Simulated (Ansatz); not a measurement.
## Al, space group P6_3/mmc: a phonon calculation by linear response, step by step

Computed with the Ansatz DFT code, driven from Python.

Run as a notebook:

In [1]:
```python
from pathlib import Path

import ansatz as az
import numpy as np
```

In [2]:
```python
SMEARING = 'Fermi-Dirac'
SMEARING_WIDTH = 0.05
FUNCTIONAL = 'pbesol'
KMESH = (12, 12, 4)
```

In [3]:
```python
crystal = (
    az.Lattice.of((2.827077, 0.0, 0.0), (-1.413539, 2.448321, 0.0), (0.0, 0.0, 9.185993))
    .atom('Al', (0.0, 0.0, 0.0))
    .atom('Al', (1 / 3, 2 / 3, 0.25))
    .atom('Al', (0.0, 0.0, 0.5))
    .atom('Al', (2 / 3, 1 / 3, 0.75))
)
```

In [4]:
```python
crystal.resolved().sites[-1]
```
Out [4]:
```text
Site(symbol='Al', position=(0.6666666666666666, 0.3333333333333333, 0.75), moment=None, axis=None, held=None, saved=None)
```

In [5]:
```python
model = crystal.calculation()
model = model.occupations(SMEARING, width=SMEARING_WIDTH).functional(FUNCTIONAL)
model = model.pseudopotentials('paw')
model = model.kpoints(*KMESH)
model = model.phonons('dfpt', points=[(0, 0, 0), (0.5, 0, 0.5)])
out = model.run(threads=1, backend='cpu', runs_dir='runs')
ph = out.phonons
```
```text
DeckWarning: basis.ecutwfc = 420 eV, auto-derived from the records' recommended cutoffs: set by Al (normal level)
RunWarning: eigensolver did not converge (k=1): 1 band(s) unlocked after 2 eigensolves, warm-restarted (20 sweeps on the last) at ethr=1.00e-12 eV (lowest unlocked band 9, counted from 0; max [...]
```

In [6]:
```python
for q in ph.qpoints:
    print('q =', np.round(q.q_frac, 3), '1/cm:', ' '.join(f'{w:.1f}' for w in q.omega_inv_cm))
```
```text
q = [0. 0. 0.] 1/cm: 0.0 0.0 0.0 92.7 92.7 120.1 120.1 157.0 157.0 239.2 239.8 335.7
q = [0.5 0.  0.5] 1/cm: 156.1 156.1 183.3 183.3 205.4 205.4 230.4 230.4 324.2 324.2 331.8 331.8
```

Notes:
- The cell isn't relaxed first, so the values belong to this volume.
- This isn't the structure that Al takes at ambient conditions.
- Warnings are shown shortened and without file and line.
- The structure is taken as given; imaginary modes can come from an unrelaxed or unstable start. Phonons of metals also depend on mesh and smearing.
- Timing: 70 s on 1 thread of Arm Neoverse V1, on a shared host, peak memory 0.78 GiB.
